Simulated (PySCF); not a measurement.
# C5H8N2O: magnetic properties

What do calculations give for the magnetic properties of C5H8N2O (`O=CNN=C1CCC1`)?

Computed with PySCF 2.14.0 and routines of our own; the level stands in each step. Atoms count from 0.

### 1 The system as given

16 atoms, charge 0, multiplicity 1; geometry from: GFN2-xTB.

### 2 Magnetic properties: GIAO BHandHLYP/pcSseg-1

The job: settings as JSON, then the geometry in Å.

```
{"job": {"kind": "mag", "xc": "BHandHLYP", "basis": "pcSseg-1", "isotopologues": 2}, "charge": 0, "multiplicity": 1}
O      1.672764    -1.549541     1.329798
C      2.456904    -0.850822     0.739093
N      2.209240     0.350077     0.169033
N      1.044697     1.084892     0.194796
C     -0.097541     0.554949     0.133898
C     -0.719849    -0.799875    -0.045222
C     -2.099905    -0.119013    -0.077642
C     -1.426431     1.247830     0.151725
H      3.522581    -1.122395     0.608700
H      2.992003     0.923251    -0.116745
H     -0.416889    -1.302274    -0.964203
H     -0.541633    -1.481940     0.784706
H     -2.772755    -0.428585     0.718092
H     -2.614774    -0.203878    -1.031902
H     -1.657544     1.722240     1.103628
H     -1.558468     1.984028    -0.639232
```

Level: GIAO BHandHLYP/pcSseg-1 magnetisability, rotational g tensor and spin-rotation constants, non-relativistic, gas phase.

Launch:

```sh
> OMP_NUM_THREADS=1 python excited_run.py task.json out
```

This one command runs all jobs of the session in turn.

Log:

```text
coarse grid: 13600 points
cycle   1  E = -379.5361369748  dE =  1.733e+00  |g| = 8.430e-01  |ddm| = 3.689e+00
cycle   2  E = -379.3322436682  dE =  2.039e-01  |g| = 1.367e+00  |ddm| = 1.639e+00
cycle   3  E = -379.6860221750  dE = -3.538e-01  |g| = 8.842e-02  |ddm| = 1.091e+00
cycle   4  E = -379.6871516130  dE = -1.129e-03  |g| = 6.345e-02  |ddm| = 1.113e-01
cycle   5  E = -379.6879787174  dE = -8.271e-04  |g| = 1.536e-02  |ddm| = 5.074e-02
cycle   6  E = -379.6880314017  dE = -5.268e-05  |g| = 5.170e-03  |ddm| = 1.610e-02
cycle   7  E = -379.6880398350  dE = -8.433e-06  |g| = 1.539e-03  |ddm| = 6.316e-03
final grid: 132208 points
cycle   8  E = -379.7356645079  dE = -1.837e-05  |g| = 4.106e-03  |ddm| = 1.524e-02
cycle   9  E = -379.7356638124  dE =  6.956e-07  |g| = 4.851e-03  |ddm| = 6.218e-03
cycle  10  E = -379.7356684697  dE = -4.657e-06  |g| = 6.968e-04  |ddm| = 3.379e-03
cycle  11  E = -379.7356685651  dE = -9.534e-08  |g| = 2.268e-04  |ddm| = 5.927e-04
cycle  12  E = -379.7356685772  dE = -1.215e-08  |g| = 9.261e-05  |ddm| = 2.935e-04
cycle  13  E = -379.7356685792  dE = -1.986e-09  |g| = 3.185e-05  |ddm| = 9.501e-05
cycle  14  E = -379.7356685795  dE = -3.131e-10  |g| = 1.211e-05  |ddm| = 5.015e-05
converged SCF energy = -379.7356685795

Magnetisability tensor (1e-30 J/T^2)
     -978.71       31.65      -34.08
       31.65    -1022.22      -63.04
      -34.08      -63.04    -1055.35
isotropic -1018.76   principal values   -1104.50  -1021.72   -930.06
isotropic susceptibility -61.351 1e-6 cm^3/mol

Inertial axes            a          b          c
rot. const./GHz      4.4847     1.4613     1.1744
chi total           -60.565    -58.639    -64.849
chi diamagnetic    -366.530   -918.725  -1116.050
chi paramagnetic    305.965    860.087   1051.201
quadrupole/D A        9.976     -8.169     -1.807
g nuclear            0.5878     0.5779     0.5713
g electronic        -0.6446    -0.5905    -0.5800
g total             -0.0568    -0.0125    -0.0087

Spin-rotation constants (kHz, H = +C I.J)
atom  isotope        aa         bb         cc
  2    14N        0.488      0.188      0.103
  3    14N        1.321      0.236      0.092
  8     1H        0.339     -0.131     -0.090
  9     1H       -0.208      0.042     -0.128
 10     1H       -0.481     -0.148      0.038
 11     1H       -0.347     -0.016     -0.076
 12     1H       -0.371     -0.082     -0.056
 13     1H       -0.222     -0.166     -0.030
 14     1H       -0.444     -0.165      0.049
 15     1H       -0.325     -0.038     -0.086
  0    17O*      -2.012     -0.895     -0.152
  1    13C*       2.158      0.492      0.292
  4    13C*       2.293      0.608      0.261
  5    13C*       0.732      0.243      0.232
  6    13C*       0.678      0.192      0.137
  7    13C*       0.657      0.246      0.220
* in the singly substituted isotopologue

Isotopologues: g along a, b, c
2H    at 8,9,10,11,12,1    -0.0493    -0.0107    -0.0077
18O   at 0                 -0.0544    -0.0125    -0.0084
```

Run time: 31 s. Hardware: 1 thread of Arm Neoverse V1, shared host; peak memory 0.87 GiB.

In short:

| quantity | value |
| --- | --- |
| magnetisability | -1019·10⁻³⁰ J/T² |
| molar susceptibility | -61.4·10⁻⁶ cm³/mol |
| rotational g (a, b, c) | -0.0568, -0.0125, -0.0087 |

Orbitals, density, ELF and potential are computed afterwards from the orbital file.

Frontier orbitals at BHandHLYP/pcSseg-1, with the share of their density that lies nearest to each atom:

| orbital | energy (eV) | lies on |
| --- | --- | --- |
| HOMO | -8.01 | N2, N3 about 27 % each; C4 15 %; O0 14 % |
| LUMO | 0.76 | C4 29 %; N3 19 %; C1 12 % |

ELF in a plane through or near 8 of the atoms.

Ten even steps from '0' (0.00) to '9' (1.00):
```
0000000000000000000000000000
0000000000000000000000000000
0000000000000000000000000000
0000000000045200023100000000
0000000300178600389720000000
0000007981189710699960000000
0000007996376623699940000000
0000002883763848647510000000
0000000358567536657410000000
0002886388523425288520000000
0007999637201797442451000000
0008999725200431943551000000
0004999556410434874541000000
0000441145420686443320000000
0000000134410576100000000000
0000000012100121000000000000
0000000000000000000000000000
0000000000000000000000000000
0000000000000000000000000000
0000000000000000000000000000
```
The map spans 12.6 Å across and 8.7 Å up, centred on the molecule. Atoms in the plane (x, y in Å): N2 (-2.1, 0.8), N3 (-0.8, 1.3), C4 (0.2, 0.5), C5 (0.6, -0.9), C6 (2.1, -0.5), H8 (-3.7, -0.5), H9 (-2.7, 1.5), H15 (2.0, 1.7).

On the surface of density 0.002 e/bohr³ the electrostatic potential runs, from the 1st to the 99th percentile, from -1.83 V near O0 to 2.08 V near H9.

### 3 Magnetic properties: common gauge origin LC-wPBE/STO-3G

The job, as its differences from that of step 2:

```diff
@@ -1,2 +1,2 @@
-{"job": {"kind": "mag", "xc": "BHandHLYP", "basis": "pcSseg-1", "isotopologues": 2}, "charge": 0, "multiplicity": 1}
+{"job": {"kind": "mag", "xc": "LC-wPBE", "basis": "STO-3G", "scf": {"conv": 1e-07}, "gauge": [0, 0, 0]}, "charge": 0, "multiplicity": 1}
 O      1.672764    -1.549541     1.329798
```

With the program's defaults for keys left out, this is: common gauge origin LC-wPBE/STO-3G magnetisability, rotational g tensor and spin-rotation constants, non-relativistic, gas phase.

Log:

```text
final grid: 132208 points
cycle   1  E = -374.6994416363  dE =  2.188e+00  |g| = 7.483e-01  |ddm| = 5.480e+00
cycle   2  E = -374.6221407201  dE =  7.730e-02  |g| = 1.091e+00  |ddm| = 2.185e+00
cycle   3  E = -374.9098023341  dE = -2.877e-01  |g| = 9.266e-02  |ddm| = 1.172e+00
cycle   4  E = -374.9117553204  dE = -1.953e-03  |g| = 5.252e-02  |ddm| = 1.556e-01
cycle   5  E = -374.9126896000  dE = -9.343e-04  |g| = 8.727e-03  |ddm| = 8.391e-02
cycle   6  E = -374.9127317175  dE = -4.212e-05  |g| = 2.681e-03  |ddm| = 2.245e-02
cycle   7  E = -374.9127363604  dE = -4.643e-06  |g| = 1.063e-03  |ddm| = 7.177e-03
cycle   8  E = -374.9127368091  dE = -4.487e-07  |g| = 1.948e-04  |ddm| = 3.025e-03
cycle   9  E = -374.9127368370  dE = -2.788e-08  |g| = 5.211e-05  |ddm| = 5.602e-04
converged SCF energy = -374.9127368370

Magnetisability tensor (1e-30 J/T^2)
    -5345.82    -1793.63     1654.92
    -1793.63   -11437.04     -321.73
     1654.92     -321.73   -13727.15
isotropic -10170.00   principal values  -14042.25 -11918.90  -4548.86
isotropic susceptibility -612.452 1e-6 cm^3/mol

Inertial axes            a          b          c
rot. const./GHz      4.4847     1.4613     1.1744
chi total          -273.966   -727.033   -836.357
chi diamagnetic    -357.922   -913.172  -1109.594
chi paramagnetic     83.956    186.139    273.237
quadrupole/D A        7.028     -5.930     -1.098
g nuclear            0.5878     0.5779     0.5713
g electronic        -0.1769    -0.1278    -0.1507
g total              0.4109     0.4502     0.4205

Spin-rotation constants (kHz, H = +C I.J)
atom  isotope        aa         bb         cc
  2    14N        0.369      0.117      0.010
  3    14N        1.368      0.063      0.066
  8     1H       -0.767      1.563      0.740
  9     1H        1.684      0.609      0.546
 10     1H       -0.130     -0.705     -0.637
 11     1H       -0.119     -1.355     -0.711
 12     1H       -0.190      0.353      0.500
 13     1H       -0.542      0.773      0.594
 14     1H       -0.091      0.057     -0.053
 15     1H       -0.165      0.210      0.378
  0    17O*      -2.387     -0.789     -0.150
  1    13C*       0.611      0.427      0.098
  4    13C*       0.797      0.041     -0.228
  5    13C*       0.422     -0.075     -0.079
  6    13C*       0.398      0.218      0.122
  7    13C*       0.380      0.180      0.079
* in the singly substituted isotopologue
```

Wall time 5.7 s (1 thread of Arm Neoverse V1, shared host); peak memory 0.41 GiB.

It converged, yet the result is unsound: a common gauge origin replaces GIAOs, so the magnetic properties depend on where the origin lies; the basis STO-3G is minimal.

### 4 What came out

```
                                                quantity                               value
       magnetisability (step 2, GIAO BHandHLYP/pcSseg-1)                    -1019·10⁻³⁰ J/T²
  molar susceptibility (step 2, GIAO BHandHLYP/pcSseg-1)                  -61.4·10⁻⁶ cm³/mol
rotational g (a, b, c) (step 2, GIAO BHandHLYP/pcSseg-1)           -0.0568, -0.0125, -0.0087
                   surface potential, 1st and 99th percentile                  -1.83 V and 2.08 V
                                                    runs  0 failed, 1 ended on unsound input
```

What this shows: The values above hold for this geometry and these levels alone. Vibrational averaging and real surroundings are missing from these values.
